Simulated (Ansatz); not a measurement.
# ClHZn: the cost of one run

The runs use Ansatz 0.2.0, Gaussian basis; PBE0-D4/def2-TZVP structures, single points in def2-TZVPP, no counterpoise correction.

Levels: SPW92, PBE-D4, BLYP-D4, r2SCAN-D4, B97M-V, PBE0-D4, B3LYP-D4, r2SCAN0-D4, BHLYP-D4, CAM-B3LYP-D4, wB97X-V, wB97M-V, B2PLYP, PBE-QIDH, RPA on PBE, Hartree-Fock, MP2, CCSD, CCSD(T).

Cores are frozen in the correlated methods. The 3s and 3p shells of Cu and Zn are frozen; filled d shells are correlated. B3LYP uses VWN-RPA correlation. B2PLYP carries no dispersion term here.

94 further runs of the same task are left out: 94 set aside as unsound or not needed.

## 1. The starting structure

The complex: 7 atoms, charge 0, spin multiplicity 1.

Atoms are counted from 1 here; the program's logs count them from 0.

Bond lengths: Zn1–H2 1.533 Å, Zn1–Cl3 2.160 Å, Zn1–O5 2.253 Å, H4–O5 0.966 Å, O5–O6 1.425 Å, O6–H7 0.982 Å. Angles: H2–Zn1–Cl3 161.5°, H2–Zn1–O5 106.3°, Cl3–Zn1–O5 92.1°, Zn1–O5–H4 115.1°, Zn1–O5–O6 116.2°, H4–O5–O6 102.0°, O5–O6–H7 100.2°.

Coordinates:

```
Zn   -1.0445   -0.8702    0.4448
H    -2.0496   -0.5647    1.5610
Cl   -0.0895   -1.8053   -1.2514
H     0.0838    1.6930    0.3457
O     0.4559    0.8102    0.4699
O     1.4636    0.7677   -0.5369
H     1.1803   -0.0307   -1.0330
```

Its parts: ZnHCl holds atoms 1, 2, 3; H₂O₂ holds atoms 4, 5, 6, 7. Each part counts its atoms afresh in its own runs.

## 2. Relaxing ZnHCl alone

Contents of relax-a/in.yaml:

```yaml
crystal:
  periodic: [false, false, false]
  atoms:
    - {symbol: Zn, position_ang: [-1.044537, -0.870216, 0.444755]}
    - {symbol: H, position_ang: [-2.049588, -0.564675, 1.561034]}
    - {symbol: Cl, position_ang: [-0.089512, -1.805313, -1.251410]}
basis:
  gaussian: {orbitals: def2-TZVP}
hamiltonian: {xc: pbe0, dispersion: d4}
relax: {f_tol: 0.005, max_steps: 200}
```

Launch:

```bash
$ ansatz run in.yaml --threads 4 --pin off --events-out ev --progress --plain --max-ram 9574MiB
```

**Question.** How long does this run take on 4 threads of Intel Xeon at 2.50GHz, shared host, and how much memory does it need?

About 26 s, with a peak of 0.45 GiB.
